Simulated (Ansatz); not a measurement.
# LaMn3N4: the cost of one run

Computed with Ansatz 0.2.0 (DFT PBE, scalar-relativistic, plane waves, PAW, unless a step names another level, unless a step's input says otherwise).

2 further runs of the same task are left out: 1 that didn't finish, 1 set aside as unsound or not needed.

## 1. The structure to begin with

Symmetry: P-42m, No. 111, tetragonal system. Conventional cell: a = 4.685 Å, b = 4.685 Å, c = 4.617 Å, α = 90.00°, β = 90.00°, γ = 90.00°. Around La (site symmetry -42m) lie 4 N at 2.34 Å. Mn (site symmetry 222) has 4 N at 1.91 Å as nearest neighbours. Mn (site symmetry -42m) has 4 N at 1.98 Å as nearest neighbours. Around N (site symmetry m) lie 3 Mn at 1.91 to 1.98 Å and 1 La at 2.34 Å.

Structure file:

```xyz
8
Lattice="4.6850 0.0000 0.0000 0.0000 4.6850 0.0000 0.0000 0.0000 4.6172" Properties=species:S:1:pos:R:3 pbc="T T T"
La    0.0000    0.0000    0.0000
Mn    0.0000    2.3425    2.3086
Mn    2.3425    0.0000    2.3086
Mn    2.3425    2.3425    0.0000
N     1.3407    1.3407    1.3781
N     3.3442    3.3442    1.3781
N     1.3407    3.3442    3.2390
N     3.3442    1.3407    3.2390
```

It came out lowest among 18 distinct ends of the trial cells. At a tolerance of 0.05 Å it has space group P-42m (No. 111). Site moments: 0.0 2.0 2.0 -2.5 0.0 0.0 0.0 0.0 μB.

## 2. Relaxing to 0.001 eV/Å, on the response runs' mesh and smearing

Input file input.yaml:

```yaml
crystal:
  lattice:
    - [4.6849578355, 0.0, 0.0]
    - [0.0, 4.6849578355, 0.0]
    - [0.0, 0.0, 4.6171785882]
  atoms:
    - { symbol: La, position: [0.0, 0.0, 0.0] }
    - { symbol: Mn, position: [0.0, 0.5, 0.5], spin: 2.25 }
    - { symbol: Mn, position: [0.5, 0.0, 0.5], spin: 2.25 }
    - { symbol: Mn, position: [0.5, 0.5, 0.0], spin: -2.72 }
    - { symbol: "N", position: [0.2861763289, 0.2861763289, 0.2984799764] }
    - { symbol: "N", position: [0.7138236711, 0.7138236711, 0.2984799764] }
    - { symbol: "N", position: [0.2861763289, 0.7138236711, 0.7015200236] }
    - { symbol: "N", position: [0.7138236711, 0.2861763289, 0.7015200236] }
basis:
  ecutwfc: 420
kpoints:
  mp_grid: { grid: [8, 8, 8] }
hamiltonian:
  xc: pbe
scf:
  occupations: { method: gaussian, width: 0.1 }
output:
  forces: true
  stress: true
  eigenvalues: true
  populations: true
magnetization:
  spin_polarized: true
relax:
  adjacent_minimum: "off"
  f_tol: 0.001
  max_steps: 60
  cell: { stress_tol: 0.01 }
```

Command:

```bash
$ ansatz run input.yaml --threads 3 --pin off --max-ram 7680MiB --backend cpu --events-out ev --progress --plain --runs-dir out
```

**Question.** How long does this run take on 3 threads of AMD EPYC 9R45 (Zen 5), shared host, and how much memory does it need?

About 51 s, with a peak of 0.89 GiB.
